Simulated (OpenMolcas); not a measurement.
# Au⁶⁺ among point charges: CASSCF and CASPT2 levels and susceptibility

How does a field of 5 point charges split the states of Au⁶⁺, and what χT follows?

Program: OpenMolcas 26.06. Level of theory: state-averaged CASSCF and CASPT2, spin-orbit coupling by RASSI with atomic mean-field integrals. These are calculated values, not measurements, unless marked.

### Step 1. The atom as given

- Species: Au⁶⁺ (gold, Z = 79, 73 electrons)
- Basis: ANO-RCC-VDZP [7s6p4d2f], 59 functions
- Scalar Hamiltonian: DKH2, point nucleus
- Inactive shells: 1s 2s 2p 3s 3p 3d 4s 4p 4d 4f 5s 5p
- Active space: 5 electrons in 5 orbitals (5d)
- Some configurations of this space: 5d5
- Orbitals: optimised for each spin and parity, averaged over all roots

The outer shells:

5d5
```
5d [↑ ][↑ ][↑ ][↑ ][↑ ]
```

The ion sits among 5 point charges of -2 e arranged as a square pyramid (C4v), 2.02 Å from the ion, with the axial distance 2.404 Å.

The work runs as a chain of OpenMolcas steps in one folder; each step below is one input file. Labels, J, g values, rates, χT and fits are worked out afterwards by a script from the matrices that RASSI stores.

### Step 2. Basis and integrals

File a.inp:

```
&GATEWAY
Coord
1

Au 0.0 0.0 0.0
Basis=ANO-RCC-VDZP
Group=NoSym
NoMove
AngMom=0.0 0.0 0.0
AMFI
XField
5 Angstrom 0
2.020000 0.000000 0.000000 -2.000000
0.000000 2.020000 0.000000 -2.000000
-2.020000 0.000000 0.000000 -2.000000
0.000000 -2.020000 0.000000 -2.000000
0.000000 0.000000 2.403800 -2.000000
&SEWARD
```

Command:

```sh
OMP_NUM_THREADS=1 MOLCAS_MEM=1689 MOLCAS_PROJECT=a pymolcas a.inp > a.log
```

### Step 3. CASSCF: sextets, 1 root

File a.inp:

```
&RASSCF
FileOrb=start.orb
Symmetry=1
Spin=6
nActEl=5 0 0
Inactive=34
Ras2=5
CIRoot=1 1 1
SDav=1
CIMx=300
Iter=120 100
PrWF=0.3
OrbListing=Nothing
MaxOrb=0
>>> COPY $Project.JobIph JOB001
```

start.orb holds the contracted functions of the basis, ordered by shell, or the orbitals of the step before.

### Step 4. CASSCF: quartets, 24 roots

File a.inp:

```
&RASSCF
FileOrb=start.orb
Symmetry=1
Spin=4
nActEl=5 0 0
Inactive=34
Ras2=5
CIRoot=24 24 1
SDav=24
CIMx=300
Iter=120 100
PrWF=0.3
OrbListing=Nothing
MaxOrb=0
>>> COPY $Project.JobIph JOB002
```

### Step 5. Reference wave functions, doublets, 75 roots

File a.inp:

```
&RASSCF
FileOrb=start.orb
Symmetry=1
Spin=2
nActEl=5 0 0
Inactive=34
Ras2=5
CIRoot=75 75 1
SDav=75
CIMx=300
Iter=120 100
PrWF=0.3
OrbListing=Nothing
MaxOrb=0
>>> COPY $Project.JobIph JOB003
```

### Step 6. State interaction with spin-orbit coupling

File a.inp:

```
&RASSI
NrOfJobIphs=3 1 24 75
1
1 2 3 4 5 6 7 8 9 10 11 12 13 14 15 16 17 18 19 20 21 22 23 24
1 2 3 4 5 6 7 8 9 10 11 12 13 14 15 16 17 18 19 20 21 22 23 24 25 26 27
28 29 30 31 32 33 34 35 36 37 38 39 40 41 42 43 44 45 46 47 48 49 50 51
52 53 54 55 56 57 58 59 60 61 62 63 64 65 66 67 68 69 70 71 72 73 74 75
IphNames
JOB001
JOB002
JOB003
EJob
SpinOrbit
DIPRint=1.0
SOCoupling=1000.0
Subsets=2
Property=9
'ANGMOM' 1 'ANGMOM' 2 'ANGMOM' 3 'MLTPL  1' 1 'MLTPL  1' 2 'MLTPL  1' 3
'AMFI' 1 'AMFI' 2 'AMFI' 3
SOProperty=3
'ANGMOM' 1 'ANGMOM' 2 'ANGMOM' 3
```

### Step 7. CASPT2: IPEA 0.25, imaginary shift 0.1 (closed shells correlated: 4f 5s 5p)

File a.inp:

```
>>> COPY JOB001 $Project.JobIph
&CASPT2
Multistate=1 1
Frozen=23
IPEA=0.25
Imaginary=0.1
MaxIter=60
WThr=0.0 0.3 0.05
PrWF=0.5
NoMix
>>> COPY JOB002 $Project.JobIph
&CASPT2
Multistate=24 1 2 3 4 5 6 7 8 9 10 11 12 13 14 15 16 17 18 19 20 21 22
23 24
NoMult
Frozen=23
IPEA=0.25
Imaginary=0.1
MaxIter=60
WThr=0.0 0.3 0.05
PrWF=0.5
NoMix
>>> COPY JOB003 $Project.JobIph
&CASPT2
Multistate=75 1 2 3 4 5 6 7 8 9 10 11 12 13 14 15 16 17 18 19 20 21 22
23 24 25 26 27 28 29 30 31 32 33 34 35 36 37 38 39 40 41 42 43 44 45 46
47 48 49 50 51 52 53 54 55 56 57 58 59 60 61 62 63 64 65 66 67 68 69 70
71 72 73 74 75
NoMult
Frozen=23
IPEA=0.25
Imaginary=0.1
MaxIter=60
WThr=0.0 0.3 0.05
PrWF=0.5
NoMix
```

(Steps that only read results are left out.)

Before running it: what results should come out? Wanted: spin-free ground state; lowest level; next level.

**Answer**, as computed:

| quantity | value |
| --- | --- |
| method | SS-CASPT2, IPEA 0.25, imaginary shift 0.1 (closed shells correlated: 4f 5s 5p) |
| spin-free ground state | sextet, 1-fold in its orbital part |
| lowest level | 2-fold, g = 1.85, 5.55, 5.55 |
| next level | 381.1 cm⁻¹ |
| χT at 300 K | 3.31 cm³ K/mol |
| effective moment at 300 K | 5.14 μB |

Cost by method:

```
                                                 method  time of its own steps  time with the reference
                                              A. CASSCF                   46 s                     46 s
B. SS-CASPT2, IPEA 0.25, imaginary shift 0.1, +4f 5s 5p                   32 s                     78 s
```

Times are of one thread on a shared host.

In words: The spin-free ground state (sextet) comes to 100 % from free-ion S terms and keeps the highest spin of the shell. χT at 300 K is 3.31, against 4.39 cm³ K/mol for the spin alone, so spin-orbit coupling lowers it. An active space of the d shell alone favours high spin; real ions in strong fields can be low spin. The field of point charges can differ much from that of real complexes. With metal d orbitals alone active, the gaps between spin states are rough; where two lie within a few thousand cm-1, their order is open. This is an electrostatic model: the charges have no orbitals.
